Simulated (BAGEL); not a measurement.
# ROHF/6-31G(d) (density fitting with qzvpp-jkfit, spherical functions) run of CH5AsB (SMILES C[B][AsH2])

What is the energy change on altering one bond length of CH5AsB at ROHF/6-31G* (density fitting with qzvpp-jkfit, spherical functions)? 

Program for the calculation: BAGEL 1.2.2.

1 further run of the same task is left out (it didn't finish). Runs told in other sessions of the task aren't counted.

### Step 1. Starting point

CH5AsB: 8 atoms, total charge 0, spin state doublet. As SMILES, `C[B][AsH2]`. Geometry: a GFN2-xTB relaxation, a rough one for these elements and not checked as a minimum. This is one conformer, not always the lowest.

Bond lengths: C1–B2 1.555 Å, B2–As3 1.953 Å, C1–H4 1.093 Å, C1–H5 1.094 Å, C1–H6 1.092 Å, As3–H7 1.503 Å, As3–H8 1.519 Å. Angles: C1–B2–As3 132.0°, B2–C1–H4 108.5°, B2–C1–H5 112.3°, B2–C1–H6 115.7°, B2–As3–H7 94.8°, B2–As3–H8 97.6°, H4–C1–H5 106.4°, H4–C1–H6 106.5°, H5–C1–H6 106.9°, H7–As3–H8 89.5°.

### Step 2. The energy at ROHF/6-31G(d) (density fitting with qzvpp-jkfit, spherical functions)

calc.json

```json
{ "bagel": [

{
  "title": "molecule",
  "basis": "6-31gs.json",
  "df_basis": "qzvpp-jkfit",
  "angstrom": true,
  "geometry": [
    { "atom": "C", "xyz": [      -0.532620,       1.184070,      -0.330600 ] },
    { "atom": "B", "xyz": [      -0.561790,      -0.256990,       0.253360 ] },
    { "atom": "As", "xyz": [       0.546980,      -1.827430,      -0.089970 ] },
    { "atom": "H", "xyz": [      -0.817590,       1.136870,      -1.385170 ] },
    { "atom": "H", "xyz": [       0.468660,       1.623330,      -0.300020 ] },
    { "atom": "H", "xyz": [      -1.207910,       1.900140,       0.141950 ] },
    { "atom": "H", "xyz": [       1.799990,      -1.223220,       0.478830 ] },
    { "atom": "H", "xyz": [       0.304270,      -2.536750,       1.231610 ] }
  ]
},

{ "title": "rohf", "nopen": 1 },

{ "title": "print", "file": "orbitals.molden", "orbitals": true }

]}
```

The basis set 6-31G* is read from a file made from the Basis Set Exchange's data (not shown).

On the command line:

```console
$ BAGEL_NUM_THREADS=1 BAGEL calc.json > calc.out
```

Output:

```text
* using 1 threads per process

  ===============================================================
  ===============================================================

  *** Geometry ***

  { "atom" : "C", "xyz" : [     -1.006506,      2.237568,     -0.624743 ] },
  { "atom" : "B", "xyz" : [     -1.061629,     -0.485641,      0.478781 ] },
  { "atom" : "As", "xyz" : [      1.033642,     -3.453342,     -0.170019 ] },
  { "atom" : "H", "xyz" : [     -1.545021,      2.148373,     -2.617592 ] },
  { "atom" : "H", "xyz" : [      0.885639,      3.067649,     -0.566956 ] },
  { "atom" : "H", "xyz" : [     -2.282619,      3.590744,      0.268247 ] },
  { "atom" : "H", "xyz" : [      3.401488,     -2.311551,      0.904858 ] },
  { "atom" : "H", "xyz" : [      0.574987,     -4.793763,      2.327406 ] },

  Number of auxiliary basis functions:      506

  Since a DF basis is specified, we compute 2- and 3-index integrals:
    o Being stored without compression. Storage requirement is 0.020 GB

  Number of basis functions:       70
  Number of electrons      :       49

    * METHOD: MOLECULE                             0.16

  *** Open-shell HF ***

  === Nuclear Repulsion ===
   142.8979522940

      * DIIS with orbital gradients will be used.

  === ROHF iteration (6-31gs.json) ===
      0      -2299.19480509          0.02455652           0.06
      1      -2299.27166114          0.00939050           0.06
      2      -2299.28483298          0.00421474           0.06
      3      -2299.28771323          0.00153289           0.06
      4      -2299.28870020          0.00042709           0.06
      5      -2299.28890963          0.00020003           0.06
      6      -2299.28894359          0.00004977           0.06
      7      -2299.28896256          0.00002416           0.06
      8      -2299.28896624          0.00001396           0.06
      9      -2299.28896744          0.00001063           0.06
     10      -2299.28896807          0.00000770           0.06
     11      -2299.28896830          0.00000437           0.06
     12      -2299.28896843          0.00000220           0.06
     13      -2299.28896852          0.00000079           0.06
     14      -2299.28896853          0.00000034           0.06
     15      -2299.28896854          0.00000017           0.06
     16      -2299.28896855          0.00000008           0.06
     17      -2299.28896856          0.00000005           0.06
     18      -2299.28896856          0.00000004           0.06
     19      -2299.28896856          0.00000003           0.06
     20      -2299.28896856          0.00000002           0.06
     21      -2299.28896856          0.00000001           0.06
     22      -2299.28896856          0.00000001           0.06
    * SCF iteration converged.

    * S^2 (ROHF) is 0.7500

    * Permanent dipole moment:
           (   -0.027562,    -0.445510,    -0.036660) a.u.

    * METHOD: ROHF                                 1.50

    * METHOD: PRINT                                0.01

  ===============================================================
```

Wall time 1.8 s (1 thread of AMD EPYC 9B45 (Zen 5), shared host).

### Step 3. The distorted shape

calc.json

```json
{ "bagel": [

{
  "title": "molecule",
  "basis": "6-31gs.json",
  "df_basis": "qzvpp-jkfit",
  "angstrom": true,
  "geometry": [
    { "atom": "C", "xyz": [      -0.241369,       2.035250,      -1.916488 ] },
    { "atom": "B", "xyz": [      -0.270539,       0.594190,      -1.332528 ] },
    { "atom": "As", "xyz": [       0.838231,      -0.976250,      -1.675858 ] },
    { "atom": "H", "xyz": [      -0.526339,       1.988050,      -2.971058 ] },
    { "atom": "H", "xyz": [       0.759911,       2.474510,      -1.885908 ] },
    { "atom": "H", "xyz": [      -0.916659,       2.751320,      -1.443938 ] },
    { "atom": "H", "xyz": [       2.091241,      -0.372040,      -1.107058 ] },
    { "atom": "H", "xyz": [       0.304270,      -2.536750,       1.231610 ] }
  ]
},

{
  "title": "rohf",
  "nopen": 1
},

{
  "title": "print",
  "file": "orbitals.molden",
  "orbitals": true
}

]}
```

The basis set 6-31G* is read from a file made from the Basis Set Exchange's data (not shown).

On the command line:

```console
$ BAGEL_NUM_THREADS=1 BAGEL calc.json > calc.out
```

Output:

```text
* using 1 threads per process

  ===============================================================
  ===============================================================

  *** Geometry ***

  { "atom" : "C", "xyz" : [     -0.456121,      3.846065,     -3.621637 ] },
  { "atom" : "B", "xyz" : [     -0.511245,      1.122856,     -2.518113 ] },
  { "atom" : "As", "xyz" : [      1.584027,     -1.844845,     -3.166913 ] },
  { "atom" : "H", "xyz" : [     -0.994637,      3.756870,     -5.614486 ] },
  { "atom" : "H", "xyz" : [      1.436024,      4.676146,     -3.563850 ] },
  { "atom" : "H", "xyz" : [     -1.732234,      5.199241,     -2.728647 ] },
  { "atom" : "H", "xyz" : [      3.951873,     -0.703054,     -2.092036 ] },
  { "atom" : "H", "xyz" : [      0.574987,     -4.793763,      2.327406 ] },

  Number of auxiliary basis functions:      506

  Since a DF basis is specified, we compute 2- and 3-index integrals:
    o Being stored without compression. Storage requirement is 0.020 GB

  Number of basis functions:       70
  Number of electrons      :       49

    * METHOD: MOLECULE                             0.15

  *** Open-shell HF ***

  === Nuclear Repulsion ===
   135.8830244151

      * DIIS with orbital gradients will be used.

  === ROHF iteration (6-31gs.json) ===
      0      -2299.08560154          0.02392743           0.06
      1      -2299.17480834          0.01083563           0.06
      2      -2299.19254113          0.00544849           0.06
      3      -2299.19715560          0.00184568           0.06
      4      -2299.19855371          0.00061096           0.06
      5      -2299.19878325          0.00030508           0.06
      6      -2299.19885088          0.00010750           0.06
      7      -2299.19886503          0.00004377           0.06
      8      -2299.19886628          0.00002040           0.06
      9      -2299.19886621          0.00001000           0.06
     10      -2299.19886569          0.00000548           0.06
     11      -2299.19886567          0.00000207           0.06
     12      -2299.19886566          0.00000083           0.06
     13      -2299.19886570          0.00000042           0.06
     14      -2299.19886572          0.00000023           0.06
     15      -2299.19886572          0.00000009           0.06
     16      -2299.19886572          0.00000005           0.06
     17      -2299.19886572          0.00000003           0.06
     18      -2299.19886572          0.00000002           0.06
     19      -2299.19886572          0.00000001           0.06
    * SCF iteration converged.

    * S^2 (ROHF) is 0.7500

    * Permanent dipole moment:
           (    0.389712,    -1.248937,     0.131590) a.u.

    * METHOD: ROHF                                 1.35

    * METHOD: PRINT                                0.01

  ===============================================================
```

It took 1.7 s on 1 thread of AMD EPYC 9B45 (Zen 5), shared host.

### Step 4. Outcome

At ROHF/6-31G* (density fitting with qzvpp-jkfit, spherical functions):

```
                                                          quantity           value
                                         first shape: total energy  -2299.28897 Eh
                                        first shape: dipole moment          1.14 D
                                                 first shape: ⟨S²⟩           0.750
                                     distorted shape: total energy  -2299.19887 Eh
                                    distorted shape: dipole moment          3.34 D
                                             distorted shape: ⟨S²⟩           0.750
energy change with the As3–H8 bond stretched from 1.519 to 3.343 Å        2.452 eV
```

In words: With the As3–H8 bond stretched from 1.519 to 3.343 Å the energy rises by 2.45 eV (57 kcal/mol). The first shape isn't relaxed at this level, so the change isn't measured from a minimum.
